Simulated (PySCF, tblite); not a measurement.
# C4H9NSi, a small molecule taken as a stand-in for a surface group (carbon-backed Si): NMR shifts, core binding energies and electronic excitations

What NMR shifts, core binding energies and electronic excitations should one expect for `C[Si](C)(C)C#N`?

Programs: tblite 0.8.0 and PySCF 2.14.0. All values are calculated, for the isolated system unless a continuum is named. Atoms count from 0, parts from 1.

## Step 1: Starting point

15 atoms, charge 0, multiplicity 1; geometry: distance geometry start.

## Step 2: Relaxing the cluster with GFN2-xTB

The job: settings as JSON, then the geometry in Å.

```
{"job": {"kind": "relax", "xc": "GFN2-xTB", "basis": "xTB"}, "charge": 0, "multiplicity": 1}
C     -1.424282     0.147027    -1.104956
Si    -0.645677    -0.610260     0.388601
C      0.898701     0.289553     0.750679
C     -0.295291    -2.375012     0.050281
C     -1.824599    -0.475838     1.787305
N     -2.584782    -0.528467     3.012846
H     -0.814458     0.894719    -1.485910
H     -1.541912    -0.592575    -1.870452
H     -2.362457     0.532100    -0.893324
H      1.099374     0.978886     0.003967
H      1.706390    -0.394292     0.819227
H      0.808012     0.775948     1.686922
H     -1.054941    -2.970123     0.418922
H     -0.185829    -2.531432    -0.966566
H      0.610361    -2.637955     0.539890
```

With the program's defaults for keys left out, this is: GFN2-xTB geometry optimisation, gas phase.

The run is started by

```
OMP_NUM_THREADS=1 python cluster_run.py task.json out
```

The driver reads the jobs from task.json and runs them one after another.

**Question.** The jobs that follow are: PBE0-D3(BJ)/def2-SVP geometry optimisation, gas phase; GIAO PBE0/pcSseg-1 NMR shielding, non-relativistic, gas phase; delta-SCF UKS SCAN, pcX-2 on the ionised atom, pcseg-1 elsewhere, spin-free X2C; TDDFT CAM-B3LYP/def2-SVPD, vertical, gas phase, core orbitals frozen in the response. Predict: point group; rotational constants (main isotopes); 13C shifts against TMS (PBE0/pcSseg-1, means over atoms taken as alike); 1H shifts against TMS (PBE0/pcSseg-1, means over atoms taken as alike); 29Si shifts against TMS (PBE0/pcSseg-1); 15N shifts against NH3 (PBE0/pcSseg-1); C1s binding energies, SCAN/pcX-2; Si2p binding energies, SCAN/pcX-2; N1s binding energies, SCAN/pcX-2; lowest singlet (CAM-B3LYP/def2-SVPD); brightest single state of those computed; lowest triplet; vertical ionisation energy (ΔSCF).

The runs gave:

```
                                                               quantity                        value
                                                            point group                          C3v
                                   rotational constants (main isotopes)         3.10, 1.97, 1.97 GHz
13C shifts against TMS (PBE0/pcSseg-1, means over atoms taken as alike)              130.1, -1.1 ppm
 1H shifts against TMS (PBE0/pcSseg-1, means over atoms taken as alike)               0.40, 0.04 ppm
                                29Si shifts against TMS (PBE0/pcSseg-1)                    -16.4 ppm
                                 15N shifts against NH3 (PBE0/pcSseg-1)                    363.9 ppm
                                       C1s binding energies, SCAN/pcX-2      C4 291.33, C0 290.50 eV
                                      Si2p binding energies, SCAN/pcX-2                Si1 107.29 eV
                                       N1s binding energies, SCAN/pcX-2                 N5 404.79 eV
                                   lowest singlet (CAM-B3LYP/def2-SVPD)  7.11 eV (174 nm), f = 0.000
                               brightest single state of those computed  state 6, 8.42 eV, f = 0.097
                                                         lowest triplet                      5.86 eV
                                      vertical ionisation energy (ΔSCF)                     11.19 eV
```

**Reading.** The optimisation took 9 steps and gained 0.151 eV; among the close pairs (by a distance rule), C3–H13 changed most, from 1.049 to 1.102 Å (PBE0/def2-SVP). No frequency check was run at this level, so the end point may be a saddle. At PBE0/pcSseg-1: The largest span, 583 ppm, is at N5, where the paramagnetic term is -437 ppm. The C1s levels kept as sound span 0.83 eV, from C0 (methyl carbon bonded to Si) up to C4 (nitrile carbon). The lowest singlet, at 7.11 eV, is HOMO−1→LUMO+1 0.23, HOMO→LUMO+2 0.23 and is dark; of the 6 states computed, the strongest absorption comes from state 6 at 8.42 eV (the last computed, so partners may be missing). The lowest triplet lies 1.25 eV below the lowest singlet (triplets in Tamm-Dancoff, singlets in full TDDFT). ΔSCF puts the ionisation energy at 11.19 eV, 0.77 eV above −ε(HOMO). A capped cluster stands for the solid here, so long-range fields and strain are missing, and bands or shifts of the capping hydrogens have no counterpart in it.
